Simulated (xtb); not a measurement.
**C3H5BrF (SMILES F[CH]CCBr) at GFN2-xTB**

Wanted: a geometry optimisation of C3H5BrF. 

Program for the calculation: xtb 6.7.1.

9 further runs of the same task are left out: 9 set aside as unsound or not needed.

### 1 The molecule

The species is C3H5BrF (10 atoms), meant as a doublet with charge 0. As SMILES, `F[CH]CCBr`. The shape is that of a GFN2-xTB optimisation. This is one conformer, not always the lowest. The run starts from this shape.

Bond lengths: F1–C2 1.345 Å, C2–C3 1.471 Å, C3–C4 1.541 Å, C4–Br5 1.949 Å, C2–H6 1.074 Å, C3–H7 1.092 Å, C3–H8 1.094 Å, C4–H9 1.089 Å, C4–H10 1.089 Å. Some angles: F1–C2–C3 117.2°, C2–C3–C4 113.2°, C3–C4–Br5 111.3°, F1–C2–H6 113.7°, C3–C2–H6 125.4°, C2–C3–H7 109.2°, C2–C3–H8 109.3°, C4–C3–H7 109.0°, C4–C3–H8 106.7°, C3–C4–H9 111.1°.

### 2 A structure relaxation at GFN2-xTB

struc.tmol

```
$coord
     -3.090174645294     -1.977881848340      2.198828626831  f
     -0.940138747001     -0.637782567061      2.410780308969  c
      0.910677916718     -0.871069257146      0.349958381019  c
      0.217998805737      0.704943433530     -1.997931842522  c
      0.375885423449      4.314339228827     -1.279798120642  br
     -1.077106096514      0.926079184634      3.698571971118  h
      2.765784258741     -0.280926685687      1.033056580549  h
      1.004068181797     -2.843905536733     -0.262993184764  h
     -1.706214820663      0.311502454383     -2.613245565961  h
      1.539219723030      0.354720490854     -3.537246051858  h
$end
```

On the command line:

```bash
xtb struc.tmol --uhf 1 --opt vtight --gfn 2 --parallel 1 > run.log
```

What values should one expect? Wanted: total energy at the end; dipole moment; HOMO energy; LUMO energy; dispersion energy; mean polarisability.

**Answer.** As computed:

At GFN2-xTB:

| quantity | value |
| --- | --- |
| total energy at the end | -17.70585 Eh |
| dipole moment | 3.20 D |
| HOMO energy (partly filled) | -9.26 eV |
| LUMO energy | -6.10 eV |
| dispersion energy | -14.64 kJ/mol |
| mean polarisability (D4 model) | 59.0 bohr³ |

What this shows: At the final geometry: Bond lengths: F1–C2 1.345 Å, C2–C3 1.471 Å, C3–C4 1.541 Å, C4–Br5 1.950 Å, C2–H6 1.075 Å, C3–H7 1.092 Å, C3–H8 1.094 Å, C4–H9 1.089 Å, C4–H10 1.089 Å. Some angles: F1–C2–C3 117.3°, C2–C3–C4 113.2°, C3–C4–Br5 111.2°, F1–C2–H6 113.7°, C3–C2–H6 125.2°, C2–C3–H7 109.3°, C2–C3–H8 109.2°, C4–C3–H7 108.9°, C4–C3–H8 106.9°, C3–C4–H9 111.2°. The optimisation took 8 steps and changed the energy by -0.000 eV.
